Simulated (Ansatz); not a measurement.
# Ga₂NH+ (doublet): correlated methods under varied settings

One table from this session's results is given with a row withheld; the runs are named, their logs left out.

Method: the settings change from run to run; program: Ansatz 0.2.0, Gaussian basis.

15 further runs of the same task are left out: 5 that didn't finish, 10 set aside as unsound or not needed. Runs told in other sessions of the task aren't counted.

### What is computed

The geometry is a PBE0/def2-TZVP stationary point (not a proven minimum) of the parent state, kept for this charge and spin. No spin-orbit coupling is included. The filled d shell of Ga may be among the frozen orbitals whatever the setting's name suggests.

4 atoms, charge 1, spin multiplicity 2.

Atoms are counted from 1 here; the program's logs count them from 0.

Bond lengths: Ga1–N2 1.835 Å, N2–Ga3 1.683 Å, Ga3–H4 1.529 Å. Angles: Ga1–N2–Ga3 180.0°, N2–Ga3–H4 180.0°.

The first run:

File in.yaml:

```yaml
crystal:
  periodic: [false, false, false]
  atoms:
    - {symbol: Ga, position_ang: [0.000000, 0.000000, -2.600175]}
    - {symbol: N, position_ang: [0.000000, 0.000000, -0.764875]}
    - {symbol: Ga, position_ang: [0.000000, 0.000000, 0.918125]}
    - {symbol: H, position_ang: [0.000000, 0.000000, 2.446925]}
basis:
  gaussian: {orbitals: STO-3G}
total_charge: 1
magnetization: {spin_polarized: false, initial_magnetization: 1}
correlation: {active_space: {window: {electrons: 1, orbitals: 7}, fixed_orbitals: true}}
scf: {lower_state_search: full}
```

The run is started by

```console
$ ansatz run in.yaml --threads 1 --pin off --events-out ev --progress --plain --max-ram 2393MiB
```

Steps of the session up to this table: CASCI(1,7)/STO-3G; CISD/cc-pVDZ; BCCD on ROHF/cc-pVDZ; CCSD(T)/cc-pVDZ; CCSD(T) on ROHF/cc-pVDZ; BCCD on UHF/cc-pVDZ.

One table of the session follows, with a row left open; its other results are not shown here.

| level | from RCCSDT(Q) (meV) |
| --- | --- |
| CASCI(1,7)/STO-3G |  |
| CISD/cc-pVDZ | ? |
| BCCD on ROHF/cc-pVDZ | 450.7 |
| CCSD(T)/cc-pVDZ (on PBE orbitals) | 703.1 |
| CCSD(T) on ROHF/cc-pVDZ | 57.4 |
| BCCD on UHF/cc-pVDZ | 440.7 |

Q: Estimate the row for CISD/cc-pVDZ from the others.

The run gave: from RCCSDT(Q) (meV): 1138.9.

To keep in mind: Where basis and cores are those of an earlier RCCSDT(Q)/cc-pVDZ run (-106163.9877 eV), and the records show the same count of frozen orbitals and kind of state, the miss against it is given; a blank cell means that this couldn't be shown.
